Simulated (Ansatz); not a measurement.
# GeH2O (SMILES [OH][GeH]): single points off equilibrium

An exercise on one series of results from a longer session: the logs are not shown, and one member is left open.

Program: Ansatz 0.2.0, Gaussian basis. Level of theory: single points in def2-TZVPP. These are calculated values, not measurements.

Correlated methods freeze the cores. Filled d shells of the heavier atoms are correlated.

## Starting geometry

SMILES `[OH][GeH]`, 4 atoms, charge 0, spin multiplicity 1.

Atoms are counted from 1 here; the program's logs count them from 0.

Bond lengths: O1–Ge2 1.766 Å, O1–H3 0.942 Å, Ge2–H4 1.633 Å. Angles: Ge2–O1–H3 119.8°, O1–Ge2–H4 91.1°.

Coordinates:

```xyz
4

O    -0.0706   -0.6478    0.4909
Ge    0.5346    0.5663   -0.6393
H     0.4930   -1.3490    0.7714
H    -0.9015    1.3443   -0.6212
```

The first run:

Contents of run/in.yaml:

```yaml
crystal:
  periodic: [false, false, false]
  atoms:
    - {symbol: O, position_ang: [-0.070600, -0.647800, 0.490900]}
    - {symbol: Ge, position_ang: [0.534600, 0.566300, -0.639300]}
    - {symbol: H, position_ang: [0.493000, -1.349000, 0.771400]}
    - {symbol: H, position_ang: [-0.901500, 1.344300, -0.621200]}
basis:
  gaussian: {orbitals: def2-TZVPP}
correlation: {method: ccsd_t}
output: {forces: true}
```

The command line of these runs was not kept.

Steps of the session up to this table: CCSD(T)/def2-TZVPP; PBE0-D4/def2-TZVPP; wB97M-V/def2-TZVPP; r2SCAN-D4/def2-TZVPP; PBE-D4/def2-TZVPP; SPW92/def2-TZVPP; BHLYP-D4/def2-TZVPP.

One table of the session follows, with a row left open; its other results are not shown here.

```
   method  RMS force component (eV/Å)  angle to CCSD(T) forces (°)  dipole (D)
  CCSD(T)                       0.491                    reference        1.41
  PBE0-D4                           ?                            ?           ?
  wB97M-V                       0.465                          3.5        1.53
r2SCAN-D4                       0.497                          7.5        1.45
   PBE-D4                       0.705                         23.0        1.47
    SPW92                       0.681                         24.7        1.44
 BHLYP-D4                       0.299                         27.2        1.55
```

Estimate the missing values for PBE0-D4.

**Answer.** RMS force component (eV/Å): 0.435; angle to CCSD(T) forces (°): 4.7; dipole (D): 1.45. In the column «RMS force component (eV/Å)» it lies between BHLYP-D4 (0.299) and wB97M-V (0.465).
